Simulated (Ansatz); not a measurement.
# Mo2H3: the cost of one run

Method: DFT PBE, scalar-relativistic, plane waves, PAW, in Ansatz 0.2.0.

1 further run of the same task is left out (it didn't finish).

### 1 The system as given

Symmetry: P6/mmm, No. 191, hexagonal system. The conventional cell has a = 3.032 Å, b = 3.032 Å, c = 5.205 Å, α = 90.00°, β = 90.00°, γ = 120.00°. H (site symmetry mmm) has 4 H at 1.52 Å and 4 Mo at 2.03 Å as nearest neighbours. Mo (site symmetry 6mm) has 6 H at 2.03 Å as nearest neighbours.

Coordinates:

```cif
data_structure
_symmetry_space_group_name_H-M 'P6/mmm'
_symmetry_Int_Tables_number 191
_cell_length_a 3.0316
_cell_length_b 3.0316
_cell_length_c 5.2055
_cell_angle_alpha 90.000
_cell_angle_beta 90.000
_cell_angle_gamma 120.000
_cell_volume 41.43
loop_
_atom_site_label
_atom_site_type_symbol
_atom_site_symmetry_multiplicity
_atom_site_Wyckoff_symbol
_atom_site_fract_x
_atom_site_fract_y
_atom_site_fract_z
_atom_site_occupancy
H1 H 3 f 0.50000 0.00000 0.00000 1
Mo1 Mo 2 e 0.00000 0.00000 0.73938 1
```

It is the end of an earlier relaxation with the same method, from a generated guess; it is a trial structure. At a tolerance of 0.05 Å it has space group P6/mmm (No. 191); it has 8.29 Å³/atom, an uncorrected energy of +0.80 eV/atom over the elements.

### 2 Electronic structure at the relaxed geometry

Input file input.yaml:

```yaml
crystal:
  lattice:
    - [3.0315774694, 0.0, 0.0]
    - [-1.5157887347, 2.625423102, 0.0]
    - [0.0, 0.0, 5.2054595471]
  atoms:
    - { symbol: H, position: [0.5, 0.0, 0.1085859558] }
    - { symbol: H, position: [0.0, 0.5, 0.1085859558] }
    - { symbol: H, position: [0.5, 0.5, 0.1085859558] }
    - { symbol: Mo, position: [0.0, 0.0, 0.8480941621] }
    - { symbol: Mo, position: [0.0, 0.0, 0.3693299305] }
basis:
  ecutwfc: 420
kpoints:
  mp_grid: { grid: [12, 12, 8] }
  band_path:
    path:
      - [[0.0, 0.0, 0.0], [0.5, 0.0, 0.0], [0.33333333, 0.33333333, 0.0], [0.0, 0.0, 0.0], [0.0, 0.0, 0.5], [0.5, 0.0, 0.5], [0.33333333, 0.33333333, 0.5], [0.0, 0.0, 0.5]]
      - [[0.5, 0.0, 0.5], [0.5, 0.0, 0.0]]
      - [[0.33333333, 0.33333333, 0.5], [0.33333333, 0.33333333, 0.0]]
    npoints: 14
hamiltonian:
  xc: pbe
scf:
  occupations: { method: gaussian, width: 0.1 }
  n_extra_bands: 12
output:
  forces: true
  stress: true
  eigenvalues: true
  populations: true
  dos: { projected: true, de: 0.02, nscf_kmesh: { grid: [15, 15, 10] } }
  bader: true
  write_density: true
  write_potential: true
  elf: true
  volumetric_format: npy
```

Command:

```
$ ansatz run input.yaml --threads 1 --pin off --max-ram 2560MiB --backend cpu --events-out ev --progress --plain --runs-dir out
```

Q: Estimate wall time and peak memory on 1 thread of Intel Xeon Platinum 8259CL at 2.50GHz (Skylake/Cascade Lake), shared host.

About 67 s, with a peak of 0.46 GiB.
